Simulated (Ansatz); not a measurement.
# Alloy of AlAs and GaP (60 of 64 Al sites, 60 of 64 As sites exchanged), 128 atoms

Aim: relax the alloy cell and compare the gap by PBEsol and HSE06.

All numbers are computed with Ansatz 0.2.0 (PAW, plane waves).

## Step 1: The starting cell

128 atoms (60 Ga, 4 Al, 60 P, 4 As); a = 15.422 Å, b = 15.422 Å, c = 15.422 Å, α = 60.00°, β = 60.00°, γ = 60.00°. All atoms were shaken off their sites by about 0.02 Å along each axis; atoms next to an added one may be pushed further to make room.

The runs, in order: (2) PBEsol cell relaxation at the single k point (½, ½, ½), on 1 × NVIDIA GB200 with 8 threads of Arm Neoverse-V2; (3) HSE06 single point at the Γ point alone, on 1 × NVIDIA GB200 with 8 threads of Arm Neoverse-V2.

## Step 2: PBEsol relaxation of the cell and the positions

File in.yaml:

```yaml
crystal:
  lattice:
    - [0.000000, 10.905249, 10.905249]
    - [10.905249, 0.000000, 10.905249]
    - [10.905249, 10.905249, 0.000000]
  atoms:
    - { symbol: Ga, position: [0.001156, 0.999319, 0.999517] }
    - { symbol: Ga, position: [0.496660, 0.998482, 0.001205] }
    - { symbol: Ga, position: [0.000796, 0.499573, 0.000956] }
    - { symbol: Ga, position: [0.001344, 0.999033, 0.499671] }
    - { symbol: Ga, position: [0.250058, 0.245590, 0.253881] }
    - { symbol: Ga, position: [0.500568, 0.502426, 0.998442] }
    - { symbol: Ga, position: [0.748823, 0.248363, 0.251551] }
    - { symbol: Ga, position: [0.003463, 0.501809, 0.497840] }
    - { symbol: Ga, position: [0.251069, 0.748557, 0.250300] }
    - { symbol: Ga, position: [0.246496, 0.251511, 0.748130] }
    - { symbol: Ga, position: [0.501087, 0.501964, 0.498771] }
    - { symbol: Ga, position: [0.749461, 0.751123, 0.250744] }
    - { symbol: Ga, position: [0.750988, 0.249713, 0.749243] }
    - { symbol: Ga, position: [0.250389, 0.754462, 0.747236] }
    - { symbol: Ga, position: [0.752498, 0.751375, 0.748272] }
    - { symbol: Ga, position: [0.000151, 0.004380, 0.248075] }
    - { symbol: Ga, position: [0.248403, 0.251638, 0.000360] }
    - { symbol: Ga, position: [0.499807, 0.999992, 0.251979] }
    - { symbol: Ga, position: [0.750009, 0.251823, 0.998051] }
    - { symbol: Ga, position: [0.250299, 0.746844, 0.002529] }
    - { symbol: Ga, position: [0.001925, 0.000362, 0.748338] }
    - { symbol: Ga, position: [0.252021, 0.249606, 0.501856] }
    - { symbol: Ga, position: [0.503201, 0.501848, 0.247886] }
    - { symbol: Ga, position: [0.748387, 0.748532, 0.001598] }
    - { symbol: Ga, position: [0.499956, 0.004620, 0.747635] }
    - { symbol: Ga, position: [0.750119, 0.252531, 0.499930] }
    - { symbol: Ga, position: [0.000388, 0.499399, 0.749183] }
    - { symbol: Ga, position: [0.248834, 0.751145, 0.498971] }
    - { symbol: Ga, position: [0.499570, 0.500344, 0.748819] }
    - { symbol: Ga, position: [0.750672, 0.749818, 0.500136] }
    - { symbol: Ga, position: [0.999229, 0.249496, 0.999794] }
    - { symbol: Ga, position: [0.250968, 0.997689, 0.250477] }
    - { symbol: Ga, position: [0.497631, 0.248464, 0.001405] }
    - { symbol: Ga, position: [0.748916, 0.001691, 0.248870] }
    - { symbol: Ga, position: [0.001658, 0.750050, 0.000292] }
    - { symbol: Ga, position: [0.251673, 0.499451, 0.252026] }
    - { symbol: Ga, position: [0.500061, 0.750036, 0.998609] }
    - { symbol: Ga, position: [0.249928, 0.999076, 0.753334] }
    - { symbol: Ga, position: [0.497921, 0.248897, 0.501568] }
    - { symbol: Ga, position: [0.751717, 0.495927, 0.250857] }
    - { symbol: Ga, position: [0.746907, 0.999087, 0.752698] }
    - { symbol: Ga, position: [0.000301, 0.750290, 0.499415] }
    - { symbol: Ga, position: [0.250139, 0.499896, 0.749295] }
    - { symbol: Ga, position: [0.501792, 0.747516, 0.499682] }
    - { symbol: Ga, position: [0.249610, 0.997659, 0.000499] }
    - { symbol: Ga, position: [0.749475, 0.000790, 0.000248] }
    - { symbol: Ga, position: [0.999826, 0.249345, 0.250409] }
    - { symbol: Ga, position: [0.252188, 0.498189, 0.001709] }
    - { symbol: Ga, position: [0.249605, 0.001281, 0.502055] }
    - { symbol: Ga, position: [0.498906, 0.252348, 0.249709] }
    - { symbol: Ga, position: [0.751986, 0.500790, 0.998117] }
    - { symbol: Ga, position: [0.748340, 0.999881, 0.501410] }
    - { symbol: Ga, position: [0.002252, 0.748805, 0.248334] }
    - { symbol: Ga, position: [0.998223, 0.250212, 0.749589] }
    - { symbol: Ga, position: [0.249745, 0.501854, 0.501709] }
    - { symbol: Ga, position: [0.499954, 0.751568, 0.249030] }
    - { symbol: Ga, position: [0.501167, 0.250766, 0.747615] }
    - { symbol: Ga, position: [0.749934, 0.498098, 0.501617] }
    - { symbol: Ga, position: [0.999634, 0.751519, 0.750970] }
    - { symbol: Ga, position: [0.498858, 0.750495, 0.752301] }
    - { symbol: Al, position: [0.500440, 0.001907, 0.499532] }
    - { symbol: Al, position: [0.998814, 0.499892, 0.251886] }
    - { symbol: Al, position: [0.999785, 0.251964, 0.498616] }
    - { symbol: Al, position: [0.752367, 0.497248, 0.749528] }
    - { symbol: P, position: [0.060589, 0.064880, 0.065195] }
    - { symbol: P, position: [0.064050, 0.060983, 0.561325] }
    - { symbol: P, position: [0.313633, 0.312380, 0.312092] }
    - { symbol: P, position: [0.560739, 0.564279, 0.061878] }
    - { symbol: P, position: [0.560202, 0.062920, 0.564533] }
    - { symbol: P, position: [0.812200, 0.314442, 0.311314] }
    - { symbol: P, position: [0.061570, 0.563112, 0.564210] }
    - { symbol: P, position: [0.312506, 0.813847, 0.311699] }
    - { symbol: P, position: [0.310512, 0.313956, 0.812360] }
    - { symbol: P, position: [0.562915, 0.560386, 0.562749] }
    - { symbol: P, position: [0.816144, 0.810201, 0.310665] }
    - { symbol: P, position: [0.812039, 0.311781, 0.815204] }
    - { symbol: P, position: [0.312492, 0.814653, 0.814758] }
    - { symbol: P, position: [0.810858, 0.814077, 0.813141] }
    - { symbol: P, position: [0.062391, 0.062791, 0.312407] }
    - { symbol: P, position: [0.312265, 0.312059, 0.061359] }
    - { symbol: P, position: [0.563901, 0.061390, 0.311870] }
    - { symbol: P, position: [0.810417, 0.312667, 0.063194] }
    - { symbol: P, position: [0.061309, 0.565186, 0.312252] }
    - { symbol: P, position: [0.312949, 0.810143, 0.064461] }
    - { symbol: P, position: [0.061679, 0.062114, 0.812209] }
    - { symbol: P, position: [0.308551, 0.313740, 0.562852] }
    - { symbol: P, position: [0.560936, 0.561855, 0.314112] }
    - { symbol: P, position: [0.810600, 0.814508, 0.063370] }
    - { symbol: P, position: [0.562906, 0.063869, 0.809240] }
    - { symbol: P, position: [0.813852, 0.312973, 0.563240] }
    - { symbol: P, position: [0.066139, 0.562840, 0.811856] }
    - { symbol: P, position: [0.312656, 0.813675, 0.562167] }
    - { symbol: P, position: [0.563853, 0.565206, 0.810156] }
    - { symbol: P, position: [0.813954, 0.815687, 0.559103] }
    - { symbol: P, position: [0.063738, 0.312036, 0.061247] }
    - { symbol: P, position: [0.315950, 0.059469, 0.311619] }
    - { symbol: P, position: [0.562907, 0.314140, 0.061770] }
    - { symbol: P, position: [0.812728, 0.063060, 0.311985] }
    - { symbol: P, position: [0.065341, 0.812487, 0.061470] }
    - { symbol: P, position: [0.063332, 0.309752, 0.563931] }
    - { symbol: P, position: [0.313513, 0.562292, 0.311678] }
    - { symbol: P, position: [0.565932, 0.810720, 0.063547] }
    - { symbol: P, position: [0.311981, 0.061508, 0.811855] }
    - { symbol: P, position: [0.565477, 0.310840, 0.560642] }
    - { symbol: P, position: [0.812413, 0.563680, 0.312799] }
    - { symbol: P, position: [0.812189, 0.061348, 0.810638] }
    - { symbol: P, position: [0.063011, 0.809991, 0.565205] }
    - { symbol: P, position: [0.310090, 0.564995, 0.811048] }
    - { symbol: P, position: [0.562492, 0.811804, 0.562701] }
    - { symbol: P, position: [0.810091, 0.563878, 0.814865] }
    - { symbol: P, position: [0.311321, 0.061734, 0.064800] }
    - { symbol: P, position: [0.061779, 0.312606, 0.312001] }
    - { symbol: P, position: [0.314482, 0.562848, 0.059782] }
    - { symbol: P, position: [0.311252, 0.063264, 0.561230] }
    - { symbol: P, position: [0.563118, 0.310536, 0.314370] }
    - { symbol: P, position: [0.811920, 0.560924, 0.061452] }
    - { symbol: P, position: [0.811439, 0.063673, 0.563176] }
    - { symbol: P, position: [0.059308, 0.314695, 0.812448] }
    - { symbol: P, position: [0.313873, 0.563331, 0.563325] }
    - { symbol: P, position: [0.566063, 0.812043, 0.309666] }
    - { symbol: P, position: [0.564542, 0.310992, 0.811510] }
    - { symbol: P, position: [0.812367, 0.564058, 0.560338] }
    - { symbol: P, position: [0.065399, 0.811835, 0.811742] }
    - { symbol: P, position: [0.562708, 0.811270, 0.811246] }
    - { symbol: As, position: [0.565694, 0.063050, 0.060748] }
    - { symbol: As, position: [0.059019, 0.564154, 0.064963] }
    - { symbol: As, position: [0.814855, 0.060126, 0.061466] }
    - { symbol: As, position: [0.064422, 0.810650, 0.312559] }
kpoints:
  mp_grid: { grid: [1, 1, 1], shift: [0.5, 0.5, 0.5] }
hamiltonian:
  xc: pbesol
scf:
  occupations: { method: fermi_dirac, width: 0.01 }
relax:
  f_tol: 0.03
  max_steps: 80
  escape_saddle: false
  adjacent_minimum: "off"
  cell: { fix: [shape] }
output:
  forces: true
  eigenvalues: true
  populations: true
```

Launch:

```
ansatz run in.yaml --threads 8 --pin off --max-ram 118750MiB --runs-dir r --events-out ev --progress --plain --backend cuda --devices 0, --max-vram 170GiB
```

The runs that follow: Single point with HSE06.

Before running it: what results should come out? Wanted: for each run, top filled to lowest empty.

**Answer**, as computed:

| level | time | k points | top filled to lowest empty (eV) |
| --- | --- | --- | --- |
| PBEsol, relaxation | 6.5 s (GPU) | (½, ½, ½) | 1.89 |
| HSE06 | 1.8 min (GPU) | Γ | 2.22 |

```
     quantity                                                                         value
   relaxation                                              4 recorded steps, 1.17 eV gained
largest shift                                                                 0.09 Å (Ga33)
 relaxed cell  a = 15.426 Å, b = 15.426 Å, c = 15.426 Å, α = 60.00°, β = 60.00°, γ = 60.00°
   mean bonds                                         Al–P 2.361, As–Ga 2.420, Ga–P 2.358 Å
```

**In words.** The relaxation lowers the energy by 1.17 eV; the largest shift is 0.09 Å (Ga33), while the volume changes by +0.1 %. Part of this undoes the random shake of the start. The mean lengths of the listed bonds run from Ga–P 2.36 Å to As–Ga 2.42 Å. Rows on different k points differ by sampling as well as by level. No spin–orbit coupling is included; with elements this heavy it would shift the edges. With one k point the spacing samples only the states that fold onto it, so it can exceed the gap over the zone.
